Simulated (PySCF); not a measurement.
# CuF4: structure of the quartet

Aim: relax CuF4 as a quartet from a PBE0 minimum start, check by its vibrations whether the end is a minimum, and collect its spectrum and constants.

Method: PBE0, basis Cu def2-SVP, F def2-SVP, no relativity, density fitting; program: PySCF 2.14.0.

## 1. Where the work starts

5 atoms, charge 0, spin multiplicity 4.

Bond lengths: Cu1–F2 1.773 Å, Cu1–F3 1.773 Å, Cu1–F4 1.773 Å, Cu1–F5 1.773 Å. Angles: F2–Cu1–F3 109.5°, F2–Cu1–F4 109.5°, F2–Cu1–F5 109.5°, F3–Cu1–F4 109.5°, F3–Cu1–F5 109.5°, F4–Cu1–F5 109.5°.

```xyz
5
charge 0 multiplicity 4
Cu    0.0000    0.0000    0.0000
F    -1.0234   -1.0234    1.0234
F     1.0234    1.0234    1.0234
F     1.0234   -1.0234   -1.0234
F    -1.0234    1.0234   -1.0234
```

## 2. First SCF at the start

One driver script runs all steps and calls PySCF; scf.py shows how it sets up the SCF of each step. The optimiser is the driver's own. After this first run the driver tries any further starts and a stability analysis.

scf.py

```python
from pyscf import gto, scf, dft
mol = gto.M(atom='''
Cu     0.000000     0.000000     0.000000
F     -1.023380    -1.023380     1.023380
F      1.023380     1.023380     1.023380
F      1.023380    -1.023380    -1.023380
F     -1.023380     1.023380    -1.023380''',
    basis={'Cu': 'def2-SVP', 'F': 'def2-SVP'},
    charge=0, spin=3)
mf = dft.UKS(mol, xc='PBE0')
mf.grids.atom_grid = (50, 194)
aux = {'Cu': 'def2-universal-JKFIT', 'F': 'def2-universal-JKFIT'}
mf = mf.density_fit(auxbasis=aux)
mf.conv_tol = 1e-08
mf.diis_space = 10
mf.max_cycle = 60
mf.init_guess = 'minao'
mf.verbose = 4
mf.kernel()
```

On the command line:

```sh
$ OMP_NUM_THREADS=2 python axn.py task.json out
```

The runs that follow: Relaxing the quartet from the PBE0 minimum start; Vibrations and properties at this point.

What does the calculation give? Wanted: minimum; geometry; wavenumbers; dipole moment; highest occupied, lowest empty level; polar-tensor charge of Cu1; zero-point energy; atomisation energy; ⟨S²⟩.

As calculated:

| quantity | value |
| --- | --- |
| minimum | quartet, Td |
| geometry | Cu–F 1.772 Å (×4); F–Cu–F 109.5° (×6) |
| wavenumbers (cm⁻¹) | 145 (e), 150 (t2), 505 (t2), 510 (a1) |
| dipole moment | 0.00 D |
| highest occupied, lowest empty level (either spin) | -11.73, -7.82 eV |
| polar-tensor charge of Cu1 | +0.37 e |
| zero-point energy | 16.5 kJ/mol |
| entropy at 298.15 K | 340.2 J/(mol K) |
| atomisation energy (no zero-point energy) | 902 kJ/mol |
| ⟨S²⟩ | 3.767 |

In words: The PBE0 minimum start keeps its Td symmetry and ends in a minimum. In the infrared the band at 150 cm⁻¹ (t2, bend) leads. Other starts or spin states, not run here, may lie lower. One determinant may miss the lowest occupation of an open d or f shell.
